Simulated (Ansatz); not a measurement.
Here is an Ansatz input file for C2H4FNSi, SMILES N#CC(F)[SiH3]. Write the same calculation for the Python package.

```yaml
crystal:
  periodic: [false, false, false]
  atoms:
    - { symbol: "N", position_ang: [2.495, -1.1877, 0.5946] }
    - { symbol: C, position_ang: [1.5694, -0.5933, 0.051] }
    - { symbol: C, position_ang: [0.4486, 0.1364, -0.6201] }
    - { symbol: F, position_ang: [0.2729, -0.4721, -1.797] }
    - { symbol: Si, position_ang: [-1.0516, 0.1848, 0.4017] }
    - { symbol: H, position_ang: [0.8094, 1.1654, -0.8533] }
    - { symbol: H, position_ang: [-1.548, -1.1609, 0.7488] }
    - { symbol: H, position_ang: [-0.7742, 0.9268, 1.6939] }
    - { symbol: H, position_ang: [-2.1331, 0.9541, -0.2366] }
basis:
  gaussian:
    orbitals: "6-31G*"
hamiltonian:
  xc: hf
relax:
  f_tol: 0.02
  max_steps: 100
```

Script `opt_c2h4fnsi.py`:
```python
# -*- coding: utf-8 -*-
"""Geometry optimisation of C2H4FNSi."""

import itertools

import ansatz as az
from ase import Atoms
from ase.data import atomic_numbers, covalent_radii
import numpy as np


def main():
    atoms = Atoms(["N", "C", "C", "F", "Si", "H", "H", "H", "H"], positions=[
        [2.495, -1.1877, 0.5946],
        [1.5694, -0.5933, 0.051],
        [0.4486, 0.1364, -0.6201],
        [0.2729, -0.4721, -1.797],
        [-1.0516, 0.1848, 0.4017],
        [0.8094, 1.1654, -0.8533],
        [-1.548, -1.1609, 0.7488],
        [-0.7742, 0.9268, 1.6939],
        [-2.1331, 0.9541, -0.2366],
    ])
    molecule = az.Crystal.molecule_from_ase(atoms)

    calculation = molecule.calculation().basis(gaussian="6-31G*").functional("hf")
    symbols = [site.symbol for site in molecule.cartesian_sites]
    start = np.array([site.position_ang for site in molecule.cartesian_sites], dtype=float)
    def progress(event):
        if event["event"] == "relax_step":
            row = event["data"]
            print(f"step {row['step']:3d}  E = {row['lagrangian_ev']:.6f} eV  largest force component {row['allowed_force_max_ev_ang']:.4f} eV/A")


    data = calculation.relax(force_tolerance=0.02, max_steps=100).session().plan().execute(on_event=progress).report
    end = np.array(data["positions_ang"])

    print("reference energy %16.6f eV" % data["reference_energy_ev"])
    print("total energy     %16.6f eV" % data["free_energy_ev"])
    print("occupied orbitals outside the frozen core (up, down):", data["n_occupied"], " frozen:", data["n_frozen"], " virtual:", data["n_virtual"])

    # pairs closer than 1.2 times the sum of covalent radii, before or after
    radius = [covalent_radii[atomic_numbers[s]] for s in symbols]
    span = lambda where, i, j: np.linalg.norm(where[i] - where[j])
    bonded = [(i, j) for i, j in itertools.combinations(range(len(symbols)), 2) if min(span(start, i, j), span(end, i, j)) < 1.2 * (radius[i] + radius[j])]
    print("pair        before    after (A)")
    for i, j in bonded:
        print(f"{symbols[i]}{i}-{symbols[j]}{j}".ljust(10), f"{span(start, i, j):8.4f} {span(end, i, j):8.4f}")
    for first, second in list(itertools.combinations(bonded, 2)):
        shared = set(first) & set(second)
        if shared and symbols[(j := shared.pop())] != "H":
            i, k = sorted((set(first) | set(second)) - {j})
            u, v = end[i] - end[j], end[k] - end[j]
            angle = np.degrees(np.arccos(np.clip(u @ v / np.linalg.norm(u) / np.linalg.norm(v), -1, 1)))
            print(f"final angle {symbols[i]}{i}-{symbols[j]}{j}-{symbols[k]}{k}: {angle:.2f} deg")
    with open("c2h4fnsi_opt.xyz", "w") as handle:
        handle.write(f"{len(symbols)}\nrelaxed C2H4FNSi\n")
        handle.writelines(f"{s:2s} {x:11.6f} {y:11.6f} {z:11.6f}\n" for s, (x, y, z) in zip(symbols, end))


if __name__ == "__main__":
    main()
```

```console
$ python opt_c2h4fnsi.py
step   1  E = -14171.781387 eV  largest force component 8.0505 eV/A
step   2  E = -14172.525550 eV  largest force component 2.0387 eV/A
step   3  E = -14172.585397 eV  largest force component 0.4588 eV/A
step   4  E = -14172.591248 eV  largest force component 0.1574 eV/A
step   5  E = -14172.591617 eV  largest force component 0.0905 eV/A
step   6  E = -14172.592838 eV  largest force component 0.0474 eV/A
step   7  E = -14172.592999 eV  largest force component 0.0298 eV/A
step   8  E = -14172.593110 eV  largest force component 0.0122 eV/A
reference energy    -14172.593110 eV
total energy        -14172.593110 eV
occupied orbitals outside the frozen core (up, down): [23, 23]  frozen: 0  virtual: [64, 64]
pair        before    after (A)
N0-C1        1.2270   1.1349
C1-C2        1.4963   1.4722
C2-F3        1.3365   1.3735
C2-Si4       1.8158   1.9259
C2-H5        1.1151   1.0830
Si4-H6       1.4757   1.4680
Si4-H7       1.5157   1.4714
Si4-H8       1.4727   1.4702
final angle N0-C1-C2: 177.15 deg
final angle C1-C2-F3: 108.99 deg
final angle C1-C2-Si4: 111.96 deg
final angle C1-C2-H5: 107.94 deg
final angle F3-C2-Si4: 108.86 deg
final angle F3-C2-H5: 107.81 deg
final angle Si4-C2-H5: 111.17 deg
final angle C2-Si4-H6: 108.50 deg
final angle C2-Si4-H7: 107.75 deg
final angle C2-Si4-H8: 107.07 deg
final angle H6-Si4-H7: 111.31 deg
final angle H6-Si4-H8: 111.20 deg
final angle H7-Si4-H8: 110.82 deg
```

Total energies depend on the basis set; only differences at equal settings carry meaning. The end point is the stationary point reached from this start; no frequency run checks that it is a minimum, and the basis set is modest. Finished in 20 s on 1 thread of Arm Neoverse V1, with other jobs on the host, peak memory 0.23 GiB.

(Lines on the test bed's own set-up are left out of the output.)
